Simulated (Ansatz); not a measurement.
**SnNH6+ (SMILES [NH3+][SnH3]): one structure at several levels**

The task here is to estimate one member of a computed series from the others.

Program: Ansatz 0.2.0, Gaussian basis. Level of theory: single points in def2-TZVPP. These are calculated values, not measurements.

Correlated methods freeze the cores. Filled d shells of the heavier atoms are correlated. Core potentials replace the inner electrons past krypton, and spin-orbit coupling is left out.

### Where the work starts

SMILES `[NH3+][SnH3]`, 8 atoms, charge 1, spin multiplicity 1.

Atoms are counted from 1 here; the program's logs count them from 0.

Bond lengths: N1–Sn2 2.324 Å, N1–H3 1.139 Å, N1–H4 0.951 Å, N1–H5 1.114 Å, Sn2–H6 1.671 Å, Sn2–H7 1.620 Å, Sn2–H8 1.671 Å. Angles: Sn2–N1–H3 104.9°, Sn2–N1–H4 112.5°, Sn2–N1–H5 109.7°, H3–N1–H4 103.5°, H3–N1–H5 105.3°, H4–N1–H5 119.4°, N1–Sn2–H6 98.2°, N1–Sn2–H7 98.4°, N1–Sn2–H8 99.4°, H6–Sn2–H7 121.2°, H6–Sn2–H8 119.4°, H7–Sn2–H8 112.7°.

As a file:

```xyz
8

N    -0.5904    0.1884   -0.9259
Sn    0.5743   -0.2250    1.0426
H     0.1222   -0.1218   -1.7587
H    -1.3328   -0.3952   -1.0390
H    -0.7327    1.2857   -1.0538
H    -0.5758    0.3297    2.1208
H     0.8326   -1.8108    0.8347
H     1.9388    0.6950    0.7524
```

Set-up of the first run:

File run/in.yaml:

```yaml
crystal:
  periodic: [false, false, false]
  atoms:
    - {symbol: N, position_ang: [-0.590400, 0.188400, -0.925900]}
    - {symbol: Sn, position_ang: [0.574300, -0.225000, 1.042600]}
    - {symbol: H, position_ang: [0.122200, -0.121800, -1.758700]}
    - {symbol: H, position_ang: [-1.332800, -0.395200, -1.039000]}
    - {symbol: H, position_ang: [-0.732700, 1.285700, -1.053800]}
    - {symbol: H, position_ang: [-0.575800, 0.329700, 2.120800]}
    - {symbol: H, position_ang: [0.832600, -1.810800, 0.834700]}
    - {symbol: H, position_ang: [1.938800, 0.695000, 0.752400]}
basis:
  gaussian: {orbitals: def2-TZVPP}
total_charge: 1
correlation: {method: ccsd_t}
output: {forces: true}
```

The command line of these runs was not kept.

Steps of the session up to this table: CCSD(T)/def2-TZVPP; PBE0-D4/def2-TZVPP; wB97M-V/def2-TZVPP; r2SCAN-D4/def2-TZVPP; PBE-D4/def2-TZVPP; BHLYP-D4/def2-TZVPP; HSE06-D4/def2-TZVPP.

One of the session's tables, all rows but one given; the rest of the session is left out.

```
   method  RMS force component (eV/Å)  angle to CCSD(T) forces (°)
  CCSD(T)                       1.952                    reference
  PBE0-D4                           ?                            ?
  wB97M-V                       1.957                          1.7
r2SCAN-D4                       1.947                          2.0
   PBE-D4                       1.928                          5.0
 BHLYP-D4                       2.001                          5.0
 HSE06-D4                       1.975                          2.4
```

Estimate the missing values for PBE0-D4.

The run gave: RMS force component (eV/Å): 1.976; angle to CCSD(T) forces (°): 2.4. In the column «RMS force component (eV/Å)» it lies between HSE06-D4 (1.975) and BHLYP-D4 (2.001).
